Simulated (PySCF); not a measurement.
# Pt2: the cost of one run

Programs: PySCF 2.14.0, with density-fitted response routines of our own. Each step states its level of theory. These are calculated values for one molecule in the gas phase, unless marked as measured. Atoms count from 0, in the outputs and in this text.

### Step 1. The starting structure

2 atoms, charge 0, multiplicity 1; geometry from: GFN2-xTB.

Bonds of the start (Å): Pt0–Pt1 2.30.

### Step 2. Optimising the geometry at PBE0-D3(BJ)/def2-TZVP

Job settings and geometry (Å):

```
{"job": {"xc": "PBE0", "basis": "def2-TZVP", "d3": "d3bj", "grid": 2, "kind": "geom"}, "charge": 0, "multiplicity": 1}
Pt     0.000000     0.000000     0.000000
Pt     0.000000     0.000000     2.302250
```

**Question.** How long does this first job take on 4 threads of Intel Xeon at 2.50GHz (Skylake/Cascade Lake), shared host?

About 20 s.
